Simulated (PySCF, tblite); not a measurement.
**C₄H₉BF₂Se: geometry, infrared bands and NMR shifts**

Wanted: the infrared bands and NMR shifts of C₄H₉BF₂Se (`CC[Se][C@@H](C)B(F)F`), by calculation.

Programs: tblite 0.8.0 and PySCF 2.14.0, with density-fitted response routines of our own. Each step states its level of theory. These are calculated values for one molecule in the gas phase, unless marked as measured. Atoms count from 0, in the outputs and in this text.

## 1. The starting structure

17 atoms, charge 0, multiplicity 1; geometry from: force field or distance geometry start.

Bonds of the start (Å): C0–C1 1.53, C1–Se2 1.93, Se2–C3 1.96, C3–C4 1.52, C3–B5 1.60, B5–F6 1.44, B5–F7 1.44, C0–H8 1.11, C0–H9 1.11, C0–H10 1.10, C1–H11 1.12, C1–H12 1.11, C3–H13 1.12, C4–H14 1.12, C4–H15 1.11, C4–H16 1.11.

## 2. Geometry optimisation with GFN2-xTB

Job settings and geometry (Å):

```
{"job": {"kind": "relax", "xc": "GFN2-xTB", "basis": "xTB"}, "charge": 0, "multiplicity": 1}
C      3.019000    -0.025100     0.117500
C      1.546700    -0.268100     0.456100
Se     0.403300     0.695600    -0.768600
C     -1.250700     0.064500     0.062100
C     -2.407500     0.983900    -0.282800
B     -1.558000    -1.434400    -0.415100
F     -1.607700    -2.504800     0.548000
F     -1.744900    -1.714100    -1.811200
H      3.226400    -0.375400    -0.913100
H      3.234900     1.060800     0.196800
H      3.660300    -0.577700     0.823800
H      1.351600     0.069300     1.504700
H      1.334000    -1.359000     0.409000
H     -1.120600     0.060100     1.171700
H     -2.559400     1.029900    -1.389200
H     -2.189500     2.014100     0.082500
H     -3.344800     0.645400     0.197700
```

Command:

```bash
OMP_NUM_THREADS=1 python probes_run.py task.json out
```

This one command runs all jobs of the session in turn.

**Question.** This job is followed by: GFN2-xTB harmonic vibrations, gas phase; GIAO PBE0/pcSseg-1 NMR shielding, non-relativistic, gas phase. What will the session give for the following? strongest single infrared mode (GFN2-xTB); zero-point energy (GFN2-xTB); 13C shifts against TMS (PBE0/pcSseg-1); 1H shifts against TMS (PBE0/pcSseg-1, means over atoms taken as alike); 77Se shifts against Me2Se (PBE0/pcSseg-1); 11B shifts against BF3·OEt2 (PBE0/pcSseg-1); 19F shifts against CFCl3 (PBE0/pcSseg-1, means over atoms taken as alike); surface potential, 1st and 99th percentile.

**Answer**, as computed:

```
                                                                 quantity                             value
                                strongest single infrared mode (GFN2-xTB)             1275 cm⁻¹, 377 km/mol
                                             zero-point energy (GFN2-xTB)                     80.2 kcal/mol
                                   13C shifts against TMS (PBE0/pcSseg-1)        34.5, 29.2, 16.0, 14.5 ppm
   1H shifts against TMS (PBE0/pcSseg-1, means over atoms taken as alike)  3.09, 2.69, 2.10, 1.48, 1.37 ppm
                                77Se shifts against Me2Se (PBE0/pcSseg-1)                           221 ppm
                              11B shifts against BF3·OEt2 (PBE0/pcSseg-1)                          23.6 ppm
19F shifts against CFCl3 (PBE0/pcSseg-1, means over atoms taken as alike)                        -100.0 ppm
                                    surface potential, 1st and 99th percentile                -0.92 V and 1.23 V
```

In words: Relaxing lowered the energy by 0.768 eV in 87 steps; the close pair that moved most is B5–F7, from 1.436 to 1.319 Å. No mode is imaginary among the 45: a minimum at this level. The strongest single mode, at 1275 cm⁻¹, moves mainly B5. Unscaled tight-binding wavenumbers are off by several per cent, some by more. Its intensities can rank the bands wrongly. At PBE0/pcSseg-1: Shielding is most anisotropic at Se2 (span 1026 ppm, paramagnetic term -1465 ppm). By nearest atom (PBE0/pcSseg-1), the HOMO sits on Se2 77 % and the LUMO on Se2 38 %; B5 18 %. Spin-orbit coupling is left out, which matters for shieldings and couplings at and beside the heavy atoms.
